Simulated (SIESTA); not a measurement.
Nb3Pd:

```
Pd Nb
1.0
     1.72259   -2.21736    0.00000
     1.72259    2.21736    0.00000
     0.00000    0.00000    9.07671
Pd Nb
1 3
Direct
  0.00000 0.00000 0.00000
  0.50000 0.50000 0.23979
  0.00000 0.00000 0.50000
  0.50000 0.50000 0.76021
```

The cell comes from a database or a generator and needn't be the stable form of this composition.

```yaml
Program: SIESTA 5.4.2
Task: single point
Functional: PBEsol
Potentials_or_basis: PseudoDojo 0.4 standard (PBEsol files)
Basis: DZP (energy shift 0.003 Ry; two zetas on semicore shells)
Grid_cutoff: 800 Ry
Energy_shift: 0.003 Ry
k_mesh: 10 × 10 × 3
Occupations: fermi-dirac, width 0.05 eV
Spin: no spin polarisation
```

On this cell: pressure -5.3 GPa; largest force 0.016 eV/Å; band gap on the k mesh none (metal or under the smearing width).

The same run follows on a disturbed copy (atoms moved at random, drawn with an rms of 0.05 Å):

```xyz
4
Lattice="1.7226 -2.2174 0.0000 1.7226 2.2174 0.0000 0.0000 0.0000 9.0767" Properties=species:S:1:pos:R:3 pbc="T T T"
Pd   -0.0310    0.0217    0.0201
Nb    1.7244   -0.0362    2.1894
Nb    0.0346    0.0219    4.5615
Nb    1.7087    0.0040    6.8704
```

Problem. What changes?

Solution. The energy (extrapolated to zero smearing) moves by +5.9 meV/atom; pressure -5.1 GPa; largest force 0.510 eV/Å; band gap on the k mesh none (metal or under the smearing width).

Forces on the atoms (eV/Å):
```
Pd   0.097 -0.044 -0.233
Nb   0.008  0.141  0.001
Nb  -0.191 -0.140 -0.269
Nb   0.085  0.045  0.501
```

Stress tensor (GPa, compression positive):
```
-5.35  0.00 -0.10
 0.00 -4.78 -0.23
-0.10 -0.23 -5.11
```

Caveats: the basis of atomic orbitals isn't converged, which shifts pressures, moduli and gaps.
